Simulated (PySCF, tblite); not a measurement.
**C₃H₉O₂Si₂ radical: geometry, infrared bands and EPR parameters**

Aim: predict the infrared bands and EPR parameters of C₃H₉O₂Si₂ radical (`[SiH3]C[C@H]1[CH]O[SiH2]O1`).

Computed with tblite 0.8.0 and PySCF 2.14.0, with density-fitted response routines of our own, on a single molecule in the gas phase. Atoms count from 0, in the outputs and in this text.

**1. The starting structure**

16 atoms, charge 0, multiplicity 2; geometry from: force field or distance geometry start.

Bonds of the start (Å): Si0–C1 1.85, C1–C2 1.53, C2–C3 1.49, C3–O4 1.37, O4–Si5 1.68, Si5–O6 1.67, O6–C2 1.44, Si0–H7 1.48, Si0–H8 1.48, Si0–H9 1.49, C1–H10 1.10, C1–H11 1.11, C2–H12 1.11, C3–H13 1.08, Si5–H14 1.49, Si5–H15 1.47.

**2. Relaxing the molecule with GFN2-xTB**

Job settings and geometry (Å):

```
{"job": {"kind": "relax", "xc": "GFN2-xTB", "basis": "xTB"}, "charge": 0, "multiplicity": 2}
Si    -2.477700    -0.236300    -0.540100
C     -0.930900    -0.672500     0.381800
C      0.150000     0.416800     0.414800
C      1.213000     0.130900     1.412200
O      2.504100     0.093300     0.955700
Si     2.429400     0.368100    -0.702400
O      0.775900     0.504800    -0.882300
H     -3.470100    -1.327700    -0.398600
H     -2.216000    -0.018000    -1.981700
H     -3.083900     0.996600     0.047300
H     -0.520700    -1.593900    -0.056700
H     -1.226300    -0.925400     1.420500
H     -0.301100     1.402700     0.650200
H      1.113600     0.011000     2.484200
H      3.091600     1.655700    -1.052800
H      2.941500    -0.797200    -1.445400
```

Launch:

```console
$ OMP_NUM_THREADS=1 python probes_run.py task.json out
```

One launch serves the whole session: the jobs run in the order shown.

**Question.** This job is followed by: GFN2-xTB harmonic vibrations, gas phase; UKS B3LYP, pcH-1 on C H O Si, non-relativistic, mean-field spin-orbit, GIAO. What will the session give for the following? strongest single infrared mode (GFN2-xTB); zero-point energy (GFN2-xTB); g(iso) (B3LYP); ⟨S²⟩; largest a(iso) (averaged by class); surface potential, 1st and 99th percentile.

As calculated:

| quantity | value |
| --- | --- |
| strongest single infrared mode (GFN2-xTB) | 797 cm⁻¹, 413 km/mol |
| zero-point energy (GFN2-xTB) | 67.8 kcal/mol |
| g(iso) (B3LYP) | 2.00318 |
| ⟨S²⟩ | 0.753 (exact 0.75) |
| largest a(iso) (averaged by class) | 13C on C3, 156.7 MHz |
| surface potential, 1st and 99th percentile | -1.07 V and 1.78 V |

**Reading.** Relaxing lowered the energy by 0.287 eV in 125 steps; the close pair that moved most is Si0–C1, from 1.853 to 1.905 Å. All 42 modes are real, so the xTB geometry is a minimum. The strongest single mode, at 797 cm⁻¹, is spread over many atoms; the largest shares are those of H8, H7. GFN2-xTB is a fitted tight-binding method: band positions and strengths are rough. Its intensities can rank the bands wrongly. C3 carries the largest spin population, 0.90 e. The isotropic g lies 0.9 ppt above the free-electron value.
